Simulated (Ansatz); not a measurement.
# AlBrCl2: taking an electron away

One table from this session's results is given with a row withheld; the runs are named, their logs left out.

Program: Ansatz 0.2.0, Gaussian basis. Level of theory: unrestricted cation, the program's frozen cores in correlated methods. These are calculated values, not measurements.

Plan: UKS PBE-D4/def2-TZVPP; UKS r2SCAN-D4/def2-TZVPP; UKS PBE0-D4/def2-TZVPP; UKS B3LYP-D4/def2-TZVPP; UKS wB97X-V/def2-TZVPP; UKS wB97M-V/def2-TZVPP; UKS B2PLYP/def2-TZVPP; UHF-CCSD(T)/def2-TZVPP; UHF-CCSD(T)/def2-QZVPP; extrapolation to the limit; then −ε(HOMO) from the neutral's earlier runs with LDA (SPW92), PBE-D4, revPBE-D4, BLYP-D4, r2SCAN-D4, B97M-V, PBE0-D4, B3LYP-D4, r2SCANh-D4, r2SCAN0-D4, HSE06-D4, BHLYP-D4, CAM-B3LYP-D4, LC-ωPBE, ωB97X-V, ωB97M-V.

### The relaxed structure

All runs share one geometry, relaxed beforehand with PBE0-D4 in a triple-zeta def2 set.

SMILES `[Cl][Al]([Cl])[Br]`, 4 atoms, charge 0, spin multiplicity 1.

Atoms are counted from 1 here; the program's logs count them from 0.

Bond lengths: Cl1–Al2 2.070 Å, Al2–Cl3 2.070 Å, Al2–Br4 2.225 Å. Angles: Cl1–Al2–Cl3 119.7°, Cl1–Al2–Br4 120.2°, Cl3–Al2–Br4 120.2°.

The first run:

File in.yaml:

```yaml
crystal:
  periodic: [false, false, false]
  atoms:
    - {symbol: Cl, position_ang: [-0.005094, 0.383326, 2.045193]}
    - {symbol: Al, position_ang: [0.031433, -0.036397, 0.018182]}
    - {symbol: Cl, position_ang: [1.078489, -1.685277, -0.668218]}
    - {symbol: Br, position_ang: [-1.049229, 1.278049, -1.415457]}
basis:
  gaussian: {orbitals: def2-TZVPP}
total_charge: 1
magnetization: {spin_polarized: true, initial_magnetization: 1}
hamiltonian: {xc: pbe, dispersion: d4}
```

Command:

```console
> ansatz run in.yaml --threads 2 --pin off --events-out ev --progress --plain --max-ram 32768MiB --backend cpu
```

Steps of the session up to this table: Cation, UKS PBE-D4/def2-TZVPP; Cation, UKS r2SCAN-D4/def2-TZVPP; Cation, UKS PBE0-D4/def2-TZVPP; Cation, UKS B3LYP-D4/def2-TZVPP; Cation, UKS wB97X-V/def2-TZVPP; Cation, UKS wB97M-V/def2-TZVPP; Cation, UKS B2PLYP (frozen core)/def2-TZVPP; Cation, UHF-CCSD(T)/def2-TZVPP; Cation, UHF-CCSD(T)/def2-QZVPP.

One table of the session follows, with a row left open; its other results are not shown here.

It belongs to the step «Ionisation energies side by side». For comparison, −ε(HOMO) of the neutral from earlier runs:

```
  functional  −ε(HOMO) (eV)
 LDA (SPW92)           7.80
      PBE-D4           7.64
   revPBE-D4           7.58
     BLYP-D4           7.44
   r2SCAN-D4           7.99
      B97M-V           8.04
     PBE0-D4           8.96
    B3LYP-D4           8.67
  r2SCANh-D4           8.47
  r2SCAN0-D4           9.20
    HSE06-D4           8.57
    BHLYP-D4          10.10
CAM-B3LYP-D4          10.28
     LC-ωPBE          11.72
     ωB97X-V          11.33
     ωB97M-V              ?
```

Q: Estimate the row for ωB97M-V from the others.

As computed: −ε(HOMO) (eV): 11.17. In the column «−ε(HOMO) (eV)» it lies between CAM-B3LYP-D4 (10.28) and ωB97X-V (11.33).

Limits of these values: The cation may have settled in a state other than its lowest; no search over hole states beyond the program's own was made.
